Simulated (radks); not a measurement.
**Fractional charge and spin in the 5p shell of lanthanum**

One table from this session's results is given with a row withheld; the runs are named, their logs left out.

Method: scalar-relativistic Kohn-Sham, SCAN, spin-polarised, spherical densities, finite nucleus. Code: radks (a radial shooting solver on a logarithmic mesh, Libxc functionals) version 1.

## The atom as given

```
element            : lanthanum (Z = 57)
configuration      : [Kr] 4d10 5s2 5d(up 1, down 1) 5p(up 3, down 3)
nuclear rms radius : 4.855 fm
```

A shell typed twice in an input gives spin up, then spin down.

The first run:

The run's settings:

```text
Z 57
configuration [Kr] 4d10 5s2 5d1 5d1 5p3 5p3
relativity scalar-relativistic
functional scan,scan
spin polarised
nucleus finite rms 4.855 fm
c 137.035999084
```

Among the steps run: 5p: up 3, down 3.

One table of the session follows, with a row left open; its other results are not shown here.

It belongs to the step «5p: up 3, down 3». Sizes of the orbitals, from the radial functions (bohr):

| level | <r> | outermost maximum (interpolated) | 90 % within | nodes |
| --- | --- | --- | --- | --- |
| 3p | 0.2828 | 0.255 | 0.424 | 1 |
| 3d | 0.2600 | 0.210 | 0.407 | 0 |
| 4s | 0.6543 | 0.608 | 0.939 | 3 |
| 4p | 0.6931 | 0.635 | 1.01 | 2 |
| 4d | 0.7682 | 0.672 | 1.15 | 1 |
| 5s | 1.571 | 1.41 | 2.26 | 4 |
| 5p | 1.816 | 1.59 | 2.65 | 3 |
| 5d | ? | ? | ? | ? |

Estimate the missing values for 5d.

**Answer.** <r>: 2.898; outermost maximum (interpolated): 2.21; 90 % within: 4.55; nodes: 2. In the column «<r>» it is the highest.
